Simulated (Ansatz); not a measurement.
# InHCl₂ + H₂O: a complex and its separated parts, part 2 of 2

Ansatz 0.2.0, Gaussian basis. Earlier steps stand in the parts before.

### Step 13. CAM-B3LYP-D4/def2-TZVPP

The inputs:

parta/in.yaml

```yaml
crystal:
  periodic: [false, false, false]
  atoms:
    - {symbol: In, position_ang: [-1.134825, -0.308938, 0.147923]}
    - {symbol: H, position_ang: [-0.912739, -1.819541, 0.881188]}
    - {symbol: Cl, position_ang: [-0.821027, 0.094290, -2.107294]}
    - {symbol: Cl, position_ang: [-1.788045, 1.597621, 1.281471]}
basis:
  gaussian: {orbitals: def2-TZVPP}
hamiltonian: {xc: {name: CAM-B3LYP}, dispersion: d4}
```

partb/in.yaml

```yaml
crystal:
  periodic: [false, false, false]
  atoms:
    - {symbol: H, position_ang: [1.954663, -0.350069, 0.390719]}
    - {symbol: O, position_ang: [1.278705, 0.293042, 0.166471]}
    - {symbol: H, position_ang: [1.423368, 0.493696, -0.760676]}
basis:
  gaussian: {orbitals: def2-TZVPP}
hamiltonian: {xc: {name: CAM-B3LYP}, dispersion: d4}
```

One command serves all of them, each in its own folder.

Run with:

```bash
$ ansatz run in.yaml --threads 4 --pin off --events-out ev --progress --plain --max-ram 9574MiB
```

Log of parta, cut to the lines that bear on the results:

```text
Functional definition: CAM-B3LYP
  name "CAM-B3LYP"
  cite "Yanai, Tew & Handy, Chem. Phys. Lett. 393, 51 (2004) doi:10.1016/j.cplett.2004.06.011"
  cite "Iikura, Tsuneda, Yanai & Hirao, J. Chem. Phys. 115, 3540 (2001) doi:10.1063/1.1383587"
  cite "Becke, Phys. Rev. A 38, 3098 (1988) doi:10.1103/PhysRevA.38.3098"
  cite "Lee, Yang & Parr, Phys. Rev. B 37, 785 (1988) doi:10.1103/PhysRevB.37.785"
[...]
1150 factors; their error is unknown
227 factors; integrals over basis functions are off by at most 3.0e-5 eV
[...]
mean field -30239.06537697 eV, -1111.2651558291 hartree, gradient 6.3e-5 eV, S^2 0.000000; 0 other end points of the search recorded, 0 dependent functions left out
reference -30239.06550269 eV, -1111.2651604492 hartree; 28, 28 occupied and 120, 120 virtual orbitals, 1150 factors
Total energy: -30239.15315720 eV, -1111.2683816930 hartree
```

Log of partb, cut to the lines that bear on the results:

```text
[... 6 set-up lines as earlier in the session ...]
[...]
  # Exact exchange under (alpha + beta erf(omega r))/r, Becke's under what is left of 1/r.
[...]
269 factors; their error is unknown
72 factors; integrals over basis functions are off by at most 1.6e-5 eV
[...]
mean field -2079.99968562 eV, -76.4385785722 hartree, gradient 1.1e-5 eV, S^2 0.000000; 0 other end points of the search recorded, 0 dependent functions left out
reference -2079.99975305 eV, -76.4385810502 hartree; 5, 5 occupied and 54, 54 virtual orbitals, 269 factors
Total energy: -2080.00381901 eV, -76.4387304714 hartree
```

They took 1.2 s (parta), 0.2 s (partb) on 4 threads of Arm Neoverse V2, shared host.

### Step 14. wB97X-V/def2-TZVPP

Each input of step 13 (parta, partb) changes in the same lines:

```diff
-hamiltonian: {xc: {name: CAM-B3LYP}, dispersion: d4}
+hamiltonian: {xc: {name: wB97X-V}}
```

One command serves all of them, each in its own folder.

Run with:

```bash
$ ansatz run in.yaml --threads 4 --pin off --events-out ev --progress --plain --max-ram 9574MiB
```

parta printed, cut to the lines that bear on the results:

```text
Functional definition: wB97X-V
  name "wB97X-V"
  cite "Mardirossian & Head-Gordon, Phys. Chem. Chem. Phys. 16, 9904 (2014) doi:10.1039/C3CP54374A"
[... 2 set-up lines as earlier in the session ...]
[...]
      + integral(e_c_pw_opposite_spin*poly(b97_u_opposite, cos0, cos1)) + vv10(b, c)
1131 factors; their error is unknown
184 factors; integrals over basis functions are off by at most 3.3e-5 eV
[...]
mean field -30234.62982503 eV, -1111.1021523015 hartree, gradient 2.6e-5 eV, S^2 0.000000; 0 other end points of the search recorded, 0 dependent functions left out
reference -30234.62982276 eV, -1111.1021522184 hartree; 28, 28 occupied and 120, 120 virtual orbitals, 1131 factors
Total energy: -30234.62982276 eV, -1111.1021522184 hartree
```

Output in partb, cut to the lines that bear on the results:

```text
[... 5 set-up lines as earlier in the session ...]
[...]
      + integral(e_c_pw_opposite_spin*poly(b97_u_opposite, cos0, cos1)) + vv10(b, c)
269 factors; their error is unknown
69 factors; integrals over basis functions are off by at most 2.2e-5 eV
[...]
mean field -2079.88767171 eV, -76.4344621369 hartree, gradient 2.2e-5 eV, S^2 0.000000; 0 other end points of the search recorded, 0 dependent functions left out
reference -2079.88767082 eV, -76.4344621040 hartree; 5, 5 occupied and 54, 54 virtual orbitals, 269 factors
Total energy: -2079.88767082 eV, -76.4344621040 hartree
```

Wall times: 2.4 s (parta), 0.3 s (partb) on 4 threads of Arm Neoverse V2, shared host.

### Step 15. wB97M-V/def2-TZVPP

Each input of step 14 (parta, partb) changes in the same lines:

```diff
-hamiltonian: {xc: {name: wB97X-V}}
+hamiltonian: {xc: {name: wB97M-V}}
```

One command serves all of them, each in its own folder.

Run with:

```bash
$ ansatz run in.yaml --threads 4 --pin off --events-out ev --progress --plain --max-ram 9574MiB
```

parta printed, cut to the lines that bear on the results:

```text
Functional definition: wB97M-V
  name "wB97M-V"
  cite "Mardirossian & Head-Gordon, J. Chem. Phys. 144, 214110 (2016) doi:10.1063/1.4952647"
[... 2 set-up lines as earlier in the session ...]
  # Of w^i u^j: cxij and so on, Table III.
[...]
  gx(w, u) = 1 - cx + cx01*u + cx10*w
[...]
      + integral(e_c_pw_mod_opposite_spin*gos(b97_w_opposite, b97_u_opposite)) + vv10(b, c)
1103 factors; their error is unknown
184 factors; integrals over basis functions are off by at most 3.3e-5 eV
[...]
mean field -30236.23176818 eV, -1111.1610226265 hartree, gradient 2.7e-5 eV, S^2 0.000000; 0 other end points of the search recorded, 0 dependent functions left out
reference -30236.23182617 eV, -1111.1610247578 hartree; 28, 28 occupied and 120, 120 virtual orbitals, 1103 factors
Total energy: -30236.23182617 eV, -1111.1610247578 hartree
```

Log of partb, cut to the lines that bear on the results:

```text
[... 5 set-up lines as earlier in the session ...]
  # Of w^i u^j: cxij and so on, Table III.
[...]
  gx(w, u) = 1 - cx + cx01*u + cx10*w
[...]
      + integral(e_c_pw_mod_opposite_spin*gos(b97_w_opposite, b97_u_opposite)) + vv10(b, c)
269 factors; their error is unknown
69 factors; integrals over basis functions are off by at most 2.2e-5 eV
[...]
mean field -2079.85938167 eV, -76.4334224969 hartree, gradient 2.9e-5 eV, S^2 0.000000; 0 other end points of the search recorded, 0 dependent functions left out
reference -2079.85940367 eV, -76.4334233057 hartree; 5, 5 occupied and 54, 54 virtual orbitals, 269 factors
Total energy: -2079.85940367 eV, -76.4334233057 hartree
```

Wall times: 3.2 s (parta), 0.35 s (partb) on 4 threads of Arm Neoverse V2, shared host.

### Step 16. B2PLYP/def2-TZVPP

The same edit goes into each in.yaml of step 15 (parta, partb):

```diff
-hamiltonian: {xc: {name: wB97M-V}}
+hamiltonian: {xc: {name: B2PLYP}}
```

One command serves all of them, each in its own folder.

Run with:

```bash
$ ansatz run in.yaml --threads 4 --pin off --events-out ev --progress --plain --max-ram 9574MiB
```

parta printed, cut to the lines that bear on the results:

```text
Functional definition: B2PLYP
  name "B2PLYP"
  cite "Grimme, J. Chem. Phys. 124, 034108 (2006) doi:10.1063/1.2148954"
[... 2 set-up lines as earlier in the session ...]
[...]
1055 factors; integrals over basis functions are off by at most 7.9e-4 eV
[...]
mean field -30220.17336494 eV, -1110.5708871925 hartree, gradient 3.7e-6 eV, S^2 0.000000; 0 other end points of the search recorded, 0 dependent functions left out
14 core orbitals not correlated: weight in the atoms' cores, before any rotation towards them, 1.000 or more for the frozen orbitals, at most 0.000 for the correlated occupied ones
reference -30220.17352543 eV, -1110.5708930903 hartree; 14, 14 occupied and 120, 120 virtual orbitals, 1055 factors
second order -21.56420839 eV of doubles, -0.00000000 eV of singles
Total energy: -30225.99586170 eV, -1110.7848600015 hartree
```

partb printed, cut to the lines that bear on the results:

```text
[... 5 set-up lines as earlier in the session ...]
[...]
361 factors; integrals over basis functions are off by at most 7.6e-4 eV
[...]
mean field -2077.03827921 eV, -76.3297488940 hartree, gradient 8.5e-7 eV, S^2 0.000000; 0 other end points of the search recorded, 0 dependent functions left out
1 core orbitals not correlated: weight in the atoms' cores, before any rotation towards them, 1.000 or more for the frozen orbitals, at most 0.000 for the correlated occupied ones
reference -2077.03836424 eV, -76.3297520186 hartree; 4, 4 occupied and 54, 54 virtual orbitals, 361 factors
second order -8.41872354 eV of doubles, -0.00000000 eV of singles
Total energy: -2079.31141959 eV, -76.4132852622 hartree
```

They took 1.8 s (parta), 0.2 s (partb) on 4 threads of Arm Neoverse V2, shared host.

### Step 17. PBE-QIDH/def2-TZVPP

The same edit goes into each in.yaml of step 16 (parta, partb):

```diff
-hamiltonian: {xc: {name: B2PLYP}}
+hamiltonian: {xc: {name: PBE-QIDH}}
```

The same command starts each run, in its folder.

Run with:

```bash
$ ansatz run in.yaml --threads 4 --pin off --events-out ev --progress --plain --max-ram 9574MiB
```

Output in parta, cut to the lines that bear on the results:

```text
Functional definition: PBE-QIDH
  name "PBE-QIDH"
  cite "Brémond, Sancho-García, Pérez-Jiménez & Adamo, J. Chem. Phys. 141, 031101 (2014) doi:10.1063/1.4890314"
[... 1 set-up line as earlier in the session ...]
[...]
1055 factors; integrals over basis functions are off by at most 7.9e-4 eV
[...]
mean field -30213.91141798 eV, -1110.3407648859 hartree, gradient 5.8e-6 eV, S^2 0.000000; 0 other end points of the search recorded, 0 dependent functions left out
14 core orbitals not correlated: weight in the atoms' cores, before any rotation towards them, 1.000 or more for the frozen orbitals, at most 0.000 for the correlated occupied ones
reference -30213.91143092 eV, -1110.3407653615 hartree; 14, 14 occupied and 120, 120 virtual orbitals, 1055 factors
second order -20.02184055 eV of doubles, -0.00000000 eV of singles
Total energy: -30220.58537777 eV, -1110.5860283845 hartree
```

Output in partb, cut to the lines that bear on the results:

```text
[... 4 set-up lines as earlier in the session ...]
[...]
361 factors; integrals over basis functions are off by at most 7.6e-4 eV
[...]
mean field -2075.58435234 eV, -76.2763180670 hartree, gradient 2.2e-6 eV, S^2 0.000000; 0 other end points of the search recorded, 0 dependent functions left out
1 core orbitals not correlated: weight in the atoms' cores, before any rotation towards them, 1.000 or more for the frozen orbitals, at most 0.000 for the correlated occupied ones
reference -2075.58435784 eV, -76.2763182688 hartree; 4, 4 occupied and 54, 54 virtual orbitals, 361 factors
second order -7.85899055 eV of doubles, -0.00000000 eV of singles
Total energy: -2078.20402135 eV, -76.3725891274 hartree
```

Wall times: 1.8 s (parta), 0.2 s (partb) on 4 threads of Arm Neoverse V2, shared host.

### Step 18. RPA on PBE/def2-TZVPP

The same edit goes into each in.yaml of step 17 (parta, partb):

```diff
-hamiltonian: {xc: {name: PBE-QIDH}}
+hamiltonian: {xc: pbe}
+correlation: {method: rpa}
```

The same command starts each run, in its folder.

Run with:

```bash
$ ansatz run in.yaml --threads 4 --pin off --events-out ev --progress --plain --max-ram 9574MiB
```

parta printed, cut to the lines that bear on the results:

```text
[... 4 set-up lines as earlier in the session ...]
[...]
1055 factors; integrals over basis functions are off by at most 7.9e-4 eV
[...]
mean field -30228.61821400 eV, -1110.8812296712 hartree, gradient 3.7e-6 eV, S^2 0.000000; 0 other end points of the search recorded, 0 dependent functions left out
14 core orbitals not correlated: weight in the atoms' cores, before any rotation towards them, 1.000 or more for the frozen orbitals, at most 0.000 for the correlated occupied ones
reference -30174.05490843 eV, -1108.8760651758 hartree; 14, 14 occupied and 120, 120 virtual orbitals, 1055 factors
Total energy: -30201.77571852 eV, -1109.8947861568 hartree
```

partb printed, cut to the lines that bear on the results:

```text
[... 4 set-up lines as earlier in the session ...]
[...]
361 factors; integrals over basis functions are off by at most 7.6e-4 eV
[...]
mean field -2078.40755349 eV, -76.3800687954 hartree, gradient 2.1e-6 eV, S^2 0.000000; 0 other end points of the search recorded, 0 dependent functions left out
1 core orbitals not correlated: weight in the atoms' cores, before any rotation towards them, 1.000 or more for the frozen orbitals, at most 0.000 for the correlated occupied ones
reference -2069.53696413 eV, -76.0540806491 hartree; 4, 4 occupied and 54, 54 virtual orbitals, 361 factors
Total energy: -2080.48260061 eV, -76.4563253708 hartree
```

They took 1.6 s (parta), 0.2 s (partb) on 4 threads of Arm Neoverse V2, shared host.

### Step 19. CCSD(T)/def2-TZVPP

The same edit goes into each in.yaml of step 18 (parta, partb):

```diff
-hamiltonian: {xc: pbe}
-correlation: {method: rpa}
+correlation: {method: ccsd_t}
```

The same command starts each run, in its folder.

Run with:

```bash
$ ansatz run in.yaml --threads 4 --pin off --events-out ev --progress --plain --max-ram 9574MiB
```

parta printed, cut to the lines that bear on the results:

```text
Functional definition: HF
  name "HF"
  cite "Fock, Z. Phys. 61, 126 (1930) doi:10.1007/BF01340294"
[... 1 set-up line as earlier in the session ...]
[...]
1055 factors; integrals over basis functions are off by at most 7.9e-4 eV
[...]
mean field -30175.37071218 eV, -1108.9244200719 hartree, gradient 9.8e-7 eV, S^2 0.000000; 0 other end points of the search recorded, 0 dependent functions left out
14 core orbitals not correlated: weight in the atoms' cores, before any rotation towards them, 1.000 or more for the frozen orbitals, at most 0.000 for the correlated occupied ones
reference -30175.37071218 eV, -1108.9244200719 hartree; 14, 14 occupied and 120, 120 virtual orbitals, 1055 factors
second order -17.79352713 eV of doubles, -0.00000000 eV of singles
cycle   1  -18.13966048 eV  change   -3.5e-1 eV  update   9.2e-2
[...]
cycle   9  -18.60313234 eV  change   -1.7e-5 eV  update   1.8e-5
perturbative correction -0.69219809 eV, -0.0254378108 hartree
Total energy: -30194.66604262 eV, -1109.6335103865 hartree
```

partb printed, cut to the lines that bear on the results:

```text
[... 4 set-up lines as earlier in the session ...]
[...]
361 factors; integrals over basis functions are off by at most 7.6e-4 eV
[...]
mean field -2069.76240984 eV, -76.0623656263 hartree, gradient 3.6e-6 eV, S^2 0.000000; 0 other end points of the search recorded, 0 dependent functions left out
1 core orbitals not correlated: weight in the atoms' cores, before any rotation towards them, 1.000 or more for the frozen orbitals, at most 0.000 for the correlated occupied ones
reference -2069.76240984 eV, -76.0623656263 hartree; 4, 4 occupied and 54, 54 virtual orbitals, 361 factors
second order -7.10556551 eV of doubles, -0.00000000 eV of singles
cycle   1  -7.11162708 eV  change   -6.1e-3 eV  update   4.1e-2
[...]
cycle   8  -7.26608287 eV  change    3.3e-6 eV  update   7.2e-6
perturbative correction -0.20740317 eV, -0.0076219259 hartree
Total energy: -2077.23589588 eV, -76.3370111727 hartree
```

Times: 12 s (parta), 0.2 s (partb) on 4 threads of Arm Neoverse V2, shared host; peak memory 0.98 GiB.

### Step 20. Vibrations of InHCl₂

File vib-parta/in.yaml:

```yaml
crystal:
  periodic: [false, false, false]
  atoms:
    - {symbol: In, position_ang: [-1.134825, -0.308938, 0.147923]}
    - {symbol: H, position_ang: [-0.912739, -1.819541, 0.881188]}
    - {symbol: Cl, position_ang: [-0.821027, 0.094290, -2.107294]}
    - {symbol: Cl, position_ang: [-1.788045, 1.597621, 1.281471]}
basis:
  gaussian: {orbitals: def2-TZVP}
hamiltonian: {xc: pbe0, dispersion: d4}
phonons: {temperatures: {t_min: 298.15, t_max: 900, t_step: 200}}
```

Run with:

```bash
$ ansatz run in.yaml --threads 4 --pin off --events-out ev --progress --plain --max-ram 9574MiB
```

Log, cut to the lines that bear on the results:

```text
[... 5 set-up lines as earlier in the session ...]
[...]
1061 factors; their error is unknown
[...]
mean field -30230.65090182 eV, -1110.9559295706 hartree, gradient 1.5e-5 eV, S^2 0.000000; 0 other end points of the search recorded, 0 dependent functions left out
[...]
Atom 1 at    -0.912739    -1.819541     0.881188 Å, force    -0.000069     0.000142     0.000062 eV/Å
Atom 2 at    -0.821027     0.094290    -2.107294 Å, force    -0.000030    -0.000330     0.000508 eV/Å
Atom 3 at    -1.788045     1.597621     1.281471 Å, force    -0.000177     0.000267     0.000546 eV/Å
Dipole moment:     0.069791    -0.475191     0.230921 e Å
Vibrations: 100.99 361.95 367.50 379.77 466.69 1909.37 cm⁻¹, zero-point energy 0.222320 eV
```

Run time: 22 s. Hardware: 4 threads of Arm Neoverse V2, shared host.

The modes, with what each moves most:

| mode | wavenumber (cm⁻¹) | character |
| --- | --- | --- |
| 1 | 101 | bend |
| 2 | 362 | In–Cl stretch |
| 3 | 368 | In–Cl stretch |
| 4 | 380 | out-of-plane bend |
| 5 | 467 | bend |
| 6 | 1909 | In–H stretch |

Vibrational sums (real modes only):

| T (K) | entropy (J/mol/K) | heat capacity (J/mol/K) |
| --- | --- | --- |
| 298 | 31.1 | 33.0 |
| 498 | 49.7 | 39.1 |
| 698 | 63.5 | 42.4 |
| 898 | 74.4 | 44.5 |

### Step 21. Vibrations of H₂O

File vib-partb/in.yaml:

```yaml
crystal:
  periodic: [false, false, false]
  atoms:
    - {symbol: H, position_ang: [1.954663, -0.350069, 0.390719]}
    - {symbol: O, position_ang: [1.278705, 0.293042, 0.166471]}
    - {symbol: H, position_ang: [1.423368, 0.493696, -0.760676]}
basis:
  gaussian: {orbitals: def2-TZVP}
hamiltonian: {xc: pbe0, dispersion: d4}
phonons: {temperatures: {t_min: 298.15, t_max: 900, t_step: 200}}
```

Run with:

```bash
$ ansatz run in.yaml --threads 4 --pin off --events-out ev --progress --plain --max-ram 9574MiB
```

Log, cut to the lines that bear on the results:

```text
[... 5 set-up lines as earlier in the session ...]
[...]
239 factors; their error is unknown
[...]
mean field -2078.33307681 eV, -76.3773318280 hartree, gradient 1.2e-5 eV, S^2 0.000000; 0 other end points of the search recorded, 0 dependent functions left out
[...]
Total energy: -2078.33734664 eV, -76.3774887413 hartree
Atom 0 at     1.954663    -0.350069     0.390719 Å, force    -0.000039     0.000053    -0.000057 eV/Å
Atom 1 at     1.278705     0.293042     0.166471 Å, force     0.000018    -0.000010    -0.000015 eV/Å
Atom 2 at     1.423368     0.493696    -0.760676 Å, force     0.000021    -0.000043     0.000073 eV/Å
Dipole moment:     0.302586    -0.163146    -0.259180 e Å
Vibrations: 1622.91 3851.63 3959.37 cm⁻¹, zero-point energy 0.584828 eV
```

Run time: 0.5 s. Hardware: 4 threads of Arm Neoverse V2, shared host.

Wavenumbers and character of the modes:

| mode | wavenumber (cm⁻¹) | character |
| --- | --- | --- |
| 1 | 1623 | bend |
| 2 | 3852 | O–H stretch |
| 3 | 3959 | O–H stretch |

Vibrational sums (real modes only):

| T (K) | entropy (J/mol/K) | heat capacity (J/mol/K) |
| --- | --- | --- |
| 298 | 0.0 | 0.2 |
| 498 | 0.4 | 1.7 |
| 698 | 1.4 | 3.9 |
| 898 | 2.6 | 6.1 |

### Step 22. Complex less separated parts

The complex's own energies come from single points at the same levels.

Rows are in def2-TZVPP; times add the 3 runs of a level on a shared host, so small differences are noise.

Differences are taken before rounding.

| method | rung | complex less parts (kJ/mol) | from CCSD(T) (kJ/mol) | time |
| --- | --- | --- | --- | --- |
| SPW92 | LDA | -90.4 | -18.1 | 1.5 s |
| PBE-D4 | GGA | -68.5 | +3.7 | 2.3 s |
| BLYP-D4 | GGA | -64.1 | +8.2 | 2.5 s |
| r2SCAN-D4 | meta-GGA | -76.8 | -4.6 | 5.2 s |
| B97M-V | meta-GGA | -76.3 | -4.1 | 8.1 s |
| PBE0-D4 | hybrid | -72.0 | +0.3 | 3.5 s |
| B3LYP-D4 | hybrid | -68.8 | +3.5 | 3.2 s |
| r2SCAN0-D4 | hybrid | -77.9 | -5.6 | 5.8 s |
| BHLYP-D4 | hybrid | -75.4 | -3.2 | 3.2 s |
| CAM-B3LYP-D4 | range-separated hybrid | -74.9 | -2.6 | 3.7 s |
| wB97X-V | range-separated hybrid | -75.5 | -3.2 | 8.2 s |
| wB97M-V | range-separated hybrid | -76.4 | -4.1 | 10 s |
| B2PLYP | double hybrid | -66.3 | +5.9 | 5.3 s |
| PBE-QIDH | double hybrid | -73.6 | -1.3 | 5.7 s |
| RPA on PBE | RPA | -65.7 | +6.6 | 5.4 s |
| Hartree-Fock | wavefunction | -60.9 | +11.4 |  |
| MP2 | wavefunction | -74.5 | -2.3 |  |
| CCSD | wavefunction | -70.5 | +1.7 |  |
| CCSD(T) | wavefunction | -72.3 | 0 | 85 s |

Among the levels timed on like hardware and quicker than the yardstick, those that no quicker one beats, quickest first: SPW92 (1.5 s, -18.1 kJ/mol); PBE-D4 (2.3 s, +3.7 kJ/mol); BHLYP-D4 (3.2 s, -3.2 kJ/mol); PBE0-D4 (3.5 s, +0.3 kJ/mol).

PBE0-D4 reaches 0.3 kJ/mol from the reference in 3.5 s, where CCSD(T) took 85 s; the quickest level in the cost chart, SPW92, takes 1.5 s and misses by 18.1 kJ/mol.

The complex's zero-point energy, from a separate PBE0-D4 run, is 0.897 eV.

### Step 23. Results

This closing draws on all 2 parts.

| quantity | value |
| --- | --- |
| complex less parts, CCSD(T)/def2-TZVPP | -72.3 kJ/mol |
| with zero-point energy | -63.5 kJ/mol |
| largest T1 diagnostic | 0.013 |

**Reading.** At CCSD(T) the complex lies 72.3 kJ/mol below its parts. The functionals run from PBE0-D4, off by +0.3 kJ/mol, to SPW92, off by -18.1 kJ/mol, against CCSD(T). Mean unsigned error by rung: LDA 18.1, GGA 5.9, meta-GGA 4.3, hybrid 3.1, range-separated hybrid 3.3, double hybrid 3.6 kJ/mol. The double hybrids carry no dispersion term here, unlike the levels marked D4 or V. PBE-D4 gives a relative energy 3.7 kJ/mol too high, inside chemical accuracy (1 kcal/mol, 4.2 kJ/mol). No counterpoise was applied, and triple zeta lacks some correlation, so the CCSD(T) reference has a basis error of its own, and close matches with it are partly luck.
